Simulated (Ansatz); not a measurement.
# HfC (rocksalt type): the cost of one run

Computed with Ansatz 0.2.0 (DFT, PBE, all-electron LAPW, scalar-relativistic, unless a step's input says otherwise).

## 1. The starting structure

It takes space group Fm-3m (No. 225, cubic). The conventional cell has a = 3.968 Å, b = 3.968 Å, c = 3.968 Å, α = 90.00°, β = 90.00°, γ = 90.00°. Hf (site symmetry m-3m) is surrounded by 6 C at 1.98 Å. Around C (site symmetry m-3m) lie 6 Hf at 1.98 Å.

Coordinates:

```cif
data_structure
_symmetry_space_group_name_H-M 'P 1'
_symmetry_Int_Tables_number 1
_cell_length_a 2.8059
_cell_length_b 2.8059
_cell_length_c 2.8059
_cell_angle_alpha 60.000
_cell_angle_beta 60.000
_cell_angle_gamma 60.000
_cell_volume 15.62
loop_
_atom_site_label
_atom_site_type_symbol
_atom_site_fract_x
_atom_site_fract_y
_atom_site_fract_z
_atom_site_occupancy
Hf1 Hf 0.00000 0.00000 0.00000 1
C1 C 0.50000 0.50000 0.50000 1
```

Atoms are numbered in the order of the input: Hf1, C2.

## 2. Rocksalt relaxed under pressure, LAPW

input.yaml

```yaml
crystal:
  lattice:
    - [0.0, 1.9840823999, 1.9840823999]
    - [1.9840823999, 0.0, 1.9840823999]
    - [1.9840823999, 1.9840823999, 0.0]
  atoms:
    - { symbol: Hf, position: [0.0, 0.0, 0.0] }
    - { symbol: C, position: [0.5, 0.5, 0.5] }
kpoints:
  mp_grid: { grid: [18, 18, 18] }
scf:
  occupations: { method: fermi_dirac, width: 0.05 }
hamiltonian:
  xc: pbe
  pseudopotentials: { kind: all_electron, lapw: { basis_error: 0.0005 } }
output:
  forces: true
  stress: true
  eigenvalues: true
relax:
  f_tol: 0.005
  max_steps: 12
  cell: { p_target: 280.0, stress_tol: 0.14 }
```

Run with:

```
> ansatz run input.yaml --threads 1 --pin off --max-ram 3584MiB --backend cpu --events-out ev --progress --plain --runs-dir out
```

**Question.** How long does this run take on 1 thread of Intel Xeon Platinum 8488C (Sapphire Rapids), shared host, and how much memory does it need?

About 95 s, with a peak of 0.86 GiB.
